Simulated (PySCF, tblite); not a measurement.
**C5H3FNS radical: geometry, infrared bands and EPR parameters**

Aim: predict the infrared bands and EPR parameters of C5H3FNS radical (`N#CC1=C(F)[CH]CS1`).

The runs use tblite 0.8.0 and PySCF 2.14.0, with density-fitted response routines of our own; the level of theory stands in each step. All values are computed, except where a source is named. Atoms are numbered from 0 throughout.

**1. The starting structure**

11 atoms, charge 0, multiplicity 2; geometry from: force field or distance geometry start.

Bonds of the start (Å): N0–C1 1.17, C1–C2 1.40, C2–C3 1.35, C3–F4 1.34, C3–C5 1.44, C5–C6 1.49, C6–S7 1.84, S7–C2 1.74, C5–H8 1.07, C6–H9 1.10, C6–H10 1.09.

**2. Geometry optimisation with GFN2-xTB**

The job: settings as JSON, then the geometry in Å.

```
{"job": {"kind": "relax", "xc": "GFN2-xTB", "basis": "xTB"}, "charge": 0, "multiplicity": 2}
N      3.619300    -0.331200    -0.447500
C      2.451400    -0.292600    -0.335700
C      1.056000    -0.264900    -0.176000
C      0.374500     0.834200     0.195700
F      0.954100     2.002400     0.500600
C     -1.051100     0.687000     0.298100
C     -1.511400    -0.680700    -0.059800
S      0.010600    -1.624800    -0.475300
H     -1.689000     1.493500     0.601400
H     -2.022600    -1.159900     0.793000
H     -2.186200    -0.660400    -0.920400
```

Started as:

```console
OMP_NUM_THREADS=1 python probes_run.py task.json out
```

This one command runs all jobs of the session in turn.

The program printed:

```text
step      E/eV     max force
  0    -626.69418    4.641
  1    -626.77984    7.088
  2    -626.82901    4.079
  3    -626.93655    1.214
  4    -626.95882    0.580
  5    -626.96251    0.221
  6    -626.96618    0.196
  7    -626.96844    0.135
  8    -626.96938    0.087
  9    -626.97016    0.068
 10    -626.97064    0.077
 11    -626.97095    0.057
 12    -626.97120    0.055
 13    -626.97146    0.049
 14    -626.97169    0.059
 15    -626.97189    0.041
 16    -626.97209    0.046
 17    -626.97232    0.046
 18    -626.97255    0.042
 19    -626.97271    0.036
 20    -626.97282    0.029
 21    -626.97292    0.037
 22    -626.97299    0.031
 23    -626.97304    0.016
 24    -626.97306    0.010
 25    -626.97307    0.013
 26    -626.97308    0.014
 27    -626.97309    0.010
```

Wall time 0.42 s (1 thread of Intel Xeon at 2.50GHz, shared host).

Relaxation path:

```
step  energy from step 0 (eV)  largest force (eV/Å)
   0                   0.0000                4.6406
   1                  -0.0857                7.0881
   2                  -0.1348                4.0794
   3                  -0.2424                1.2140
   4                  -0.2646                0.5798
   5                  -0.2683                0.2213
   6                  -0.2720                0.1959
   7                  -0.2743                0.1349
   8                  -0.2752                0.0865
   9                  -0.2760                0.0676
  10                  -0.2765                0.0769
  11                  -0.2768                0.0568
  12                  -0.2770                0.0551
  13                  -0.2773                0.0493
  14                  -0.2775                0.0592
  15                  -0.2777                0.0413
  16                  -0.2779                0.0460
  17                  -0.2781                0.0462
  18                  -0.2784                0.0417
  19                  -0.2785                0.0359
  20                  -0.2786                0.0292
  21                  -0.2787                0.0371
  22                  -0.2788                0.0306
  23                  -0.2789                0.0161
  24                  -0.2789                0.0103
  25                  -0.2789                0.0127
  26                  -0.2789                0.0136
  27                  -0.2789                0.0096
```

Distances of close pairs at the start and the end, largest changes first:

```
 bond  before (Å)  after (Å)  change (Å)
C3–C5       1.437      1.352      -0.085
C2–C3       1.346      1.416      +0.070
C1–C2       1.405      1.381      -0.024
N0–C1       1.174      1.153      -0.021
C6–H9       1.104      1.093      -0.011
C6–S7       1.839      1.832      -0.007
C5–C6       1.487      1.481      -0.005
C3–F4       1.339      1.335      -0.004
```

The end geometry stands in the next job.

**3. Infrared spectrum with GFN2-xTB**

The job: settings as JSON, then the geometry in Å.

```
{"job": {"kind": "ir", "xc": "GFN2-xTB", "basis": "xTB"}, "charge": 0, "multiplicity": 2}
N      3.582674    -0.382485    -0.462764
C      2.438273    -0.328206    -0.334876
C      1.067722    -0.257679    -0.180499
C      0.316068     0.872395     0.223160
F      0.929290     2.025717     0.501115
C     -1.023061     0.706577     0.304355
C     -1.479032    -0.657300    -0.051579
S      0.022958    -1.615456    -0.477804
H     -1.717456     1.471830     0.595050
H     -1.984402    -1.164832     0.774084
H     -2.147608    -0.667891    -0.916207
```

The program printed:

```text
mode    cm-1     km/mol
  1      96.4      0.33
  2     124.0      3.18
  3     222.5      9.05
  4     244.6      1.98
  5     331.4      1.86
  6     424.4      6.91
  7     449.5      2.64
  8     506.2      1.12
  9     547.6     11.94
 10     579.8      6.77
 11     659.7      1.25
 12     685.6     31.55
 13     728.2      3.58
 14     828.0      0.36
 15     968.9     52.92
 16    1035.5      8.39
 17    1039.9      0.27
 18    1180.6     20.92
 19    1191.3     41.04
 20    1221.2      8.08
 21    1376.9     74.60
 22    1408.6     10.02
 23    1563.4     87.15
 24    2295.5    208.78
 25    2928.4      0.92
 26    2957.4      3.69
 27    3155.1      1.26
```

Run time: 1 s. Hardware: 1 thread of Intel Xeon at 2.50GHz, shared host.

The strongest bands and the atoms that carry them (share of the mass-weighted mode):

```
cm⁻¹  km/mol                                atoms
 548    11.9                     C3 54 %, C2 29 %
 686    31.6                     H8 78 %, C5 13 %
 969    52.9            C2 51 %, F4 16 %, C5 12 %
1181    20.9  H8 31 %, H10 16 %, H9 16 %, C3 13 %
1191    41.0   C6 24 %, C2 18 %, C3 17 %, C5 16 %
1377    74.6                     C2 49 %, C3 35 %
1563    87.2                     C3 49 %, C5 43 %
2296   208.8                     C1 61 %, N0 38 %
```

**4. g tensor and hyperfine couplings: B3LYP/pcH-1**

Same as in step 3 but for these lines:

```diff
@@ -1,2 +1,2 @@
-{"job": {"kind": "ir", "xc": "GFN2-xTB", "basis": "xTB"}, "charge": 0, "multiplicity": 2}
+{"job": {"kind": "epr", "basis": "pcH-1"}, "charge": 0, "multiplicity": 2}
 N      3.582674    -0.382485    -0.462764
```

Level: UKS B3LYP, pcH-1 on C F H N S, non-relativistic, mean-field spin-orbit, GIAO.

The program printed:

```text
UKS, coarse grid
  cycle   1  E = -744.98706893  |g| = 4.55e-01
  cycle   2  E = -744.69530846  |g| = 9.33e-01
  cycle   3  E = -745.05943151  |g| = 1.67e-01
  cycle   4  E = -745.06974709  |g| = 6.80e-02
  cycle   5  E = -745.07158304  |g| = 1.48e-02
  cycle   6  E = -745.07171684  |g| = 6.65e-03
  cycle   7  E = -745.07176109  |g| = 3.52e-03
  cycle   8  E = -745.07177841  |g| = 1.97e-03
  cycle   9  E = -745.07178290  |g| = 6.39e-04
UKS, final grid
  cycle   1  E = -745.07175109  |g| = 9.47e-04
  cycle   2  E = -745.07175014  |g| = 1.71e-03
  cycle   3  E = -745.07175162  |g| = 1.93e-04
  cycle   4  E = -745.07175164  |g| = 1.16e-04
  cycle   5  E = -745.07175166  |g| = 1.09e-04
  cycle   6  E = -745.07175167  |g| = 2.05e-05
E = -745.07175167 Eh   <S^2> = 0.7697 (exact 0.7500)
g shifts (ppm)      1          2          3
  rmc          -181       -181       -181
  gc             -8         30         33
  oz_so         -70       3038       6699
  total        -259       2888       6552
hyperfine (MHz)  atom isotope    a_iso     a_fc   dipolar eigenvalues
    0   14N       5.73       5.71    -11.56     -8.84     20.40
    1   13C     -39.54     -39.56    -12.12     -1.42     13.55
    2   13C      49.59      49.30    -44.90    -43.65     88.55
    3   13C     -41.29     -41.29    -22.89     10.71     12.18
    4   19F     -24.63     -24.62    -61.30     22.79     38.51
    5   13C      32.49      32.49    -31.90    -30.27     62.17
    6   13C     -20.72     -20.81     -1.12     -0.52      1.64
    7   33S       6.84       7.22    -23.13    -18.79     41.92
    8    1H     -26.24     -26.25    -15.26     -0.75     16.01
    9    1H      93.63      93.62     -2.93     -0.95      3.88
   10    1H      93.71      93.70     -2.93     -0.95      3.88
```

Run time: 2.3 min. Hardware: 1 thread of Intel Xeon at 2.50GHz, shared host; peak memory 0.93 GiB.

Principal g values 2.00206, 2.00521, 2.00887; g(iso) = 2.00538, against 2.00232 for a free electron.

Mean a(iso) over the nuclei that a row names, and the largest dipolar term of the row (other rows stand at the frozen geometry):

```
 nuclei  isotope  a(iso) (MHz)  a(iso) (G, at g = 2.0023)  largest dipolar term (MHz)
H9, H10       1H          93.7                       33.4                         3.9
     C2      13C          49.6                       17.7                        88.5
     C3      13C         -41.3                      -14.7                       -22.9
     C1      13C         -39.5                      -14.1                        13.5
     C5      13C          32.5                       11.6                        62.2
     H8       1H         -26.2                       -9.4                        16.0
     F4      19F         -24.6                       -8.8                       -61.3
     C6      13C         -20.7                       -7.4                         1.6
     S7      33S           6.8                        2.4                        41.9
     N0      14N           5.7                        2.0                        20.4
```

Mulliken spin populations:

```
atom  value (e)
  N0       0.24
  C1      -0.12
  C2       0.47
  C3      -0.16
  F4      -0.01
  C5       0.39
  C6      -0.05
  S7       0.19
  H8      -0.02
  H9       0.03
 H10       0.03
```

In first order the couplings over 0.8 MHz of 1H, 19F, 14N give 36 distinct lines over 89.1 G, if the averaged nuclei exchange fast.

The fields below are evaluated on a grid from the run's orbitals.

ELF in a plane through or near 9 of the atoms.

Values, 10 rows by 14 columns:
```
0.00 0.00 0.00 0.00 0.00 0.00 0.00 0.00 0.00 0.00 0.00 0.00 0.00 0.00
0.00 0.00 0.00 0.00 0.00 0.01 0.06 0.00 0.00 0.00 0.00 0.00 0.00 0.00
0.00 0.00 0.00 0.00 0.02 0.44 0.80 0.18 0.09 0.66 0.01 0.00 0.00 0.00
0.00 0.00 0.00 0.01 0.01 0.79 0.74 0.18 0.85 1.00 0.44 0.00 0.00 0.00
0.00 0.02 0.46 0.43 0.48 0.07 0.31 0.83 0.89 0.40 0.01 0.00 0.00 0.00
0.00 0.40 0.95 0.30 0.52 0.91 0.27 0.06 0.63 0.46 0.11 0.01 0.00 0.00
0.00 0.28 0.91 0.70 0.73 0.42 0.83 0.22 0.79 0.64 0.12 0.01 0.00 0.00
0.00 0.00 0.17 0.22 0.12 0.03 0.77 0.33 0.38 0.04 0.01 0.00 0.00 0.00
0.00 0.00 0.00 0.00 0.00 0.03 0.59 0.68 0.14 0.00 0.00 0.00 0.00 0.00
0.00 0.00 0.00 0.00 0.00 0.00 0.00 0.01 0.00 0.00 0.00 0.00 0.00 0.00
```
The map spans 12.4 Å across and 9.3 Å up, centred on the molecule. Atoms in the plane (x, y in Å): N0 (-3.6, -0.5), C1 (-2.4, -0.4), C2 (-1.1, -0.3), C3 (-0.3, 0.9), F4 (-1.0, 2.1), C5 (1.0, 0.8), C6 (1.5, -0.6), S7 (0.0, -1.7), H8 (1.7, 1.6).

log10 of the density (e/Å³) in the same plane.

Ten even steps from '0' (-4.0) to '9' (1.9):
```
0000000000000000000000000000
0000000000000000000000000000
0000000001233210000000000000
0000000013444432221100000000
0000000024566543333210000000
0000000135688654555421000000
0000112234687655666431000000
0002333344567877776432000000
0023444555567877965432100000
0124566666677666765432100000
0234677797797656776543200000
0234678777677666786543200000
0134666666566776666543200000
0023445444456996655432100000
0012333333456776543321000000
0000112222345555432110000000
0000000001234444321000000000
0000000000123333210000000000
0000000000011111100000000000
0000000000000111000000000000
```
The map spans 12.4 Å across and 9.3 Å up, centred on the molecule. Atoms in the plane (x, y in Å): N0 (-3.6, -0.5), C1 (-2.4, -0.4), C2 (-1.1, -0.3), C3 (-0.3, 0.9), F4 (-1.0, 2.1), C5 (1.0, 0.8), C6 (1.5, -0.6), S7 (0.0, -1.7), H8 (1.7, 1.6).

On the surface of density 0.002 e/bohr³ the electrostatic potential runs, from the 1st to the 99th percentile, from -1.77 V near N0 to 1.59 V near H8.

The spin density lies nearest to C2 28 %; C5 19 %; N0 15 %; S7 14 %.

**5. What came out**

```
                                 quantity                    value
strongest single infrared mode (GFN2-xTB)    2296 cm⁻¹, 209 km/mol
             zero-point energy (GFN2-xTB)            41.1 kcal/mol
                           g(iso) (B3LYP)                  2.00538
                                     ⟨S²⟩       0.770 (exact 0.75)
       largest a(iso) (averaged by class)  1H on H9, H10, 93.7 MHz
    surface potential, 1st and 99th percentile       -1.77 V and 1.59 V
```

In words: Over 27 steps the energy fell by 0.279 eV; of the close pairs, C3–C5 changed most, 1.437 to 1.352 Å. All 27 modes are real, so the xTB geometry is a minimum. The strongest single mode, at 2296 cm⁻¹, moves mainly C1 and N0. Unscaled tight-binding wavenumbers are off by several per cent, some by more. Its intensities can rank the bands wrongly. The largest spin populations lie on C2 (0.47 e), C5 (0.39 e). The isotropic g lies 3.1 ppt above the free-electron value.
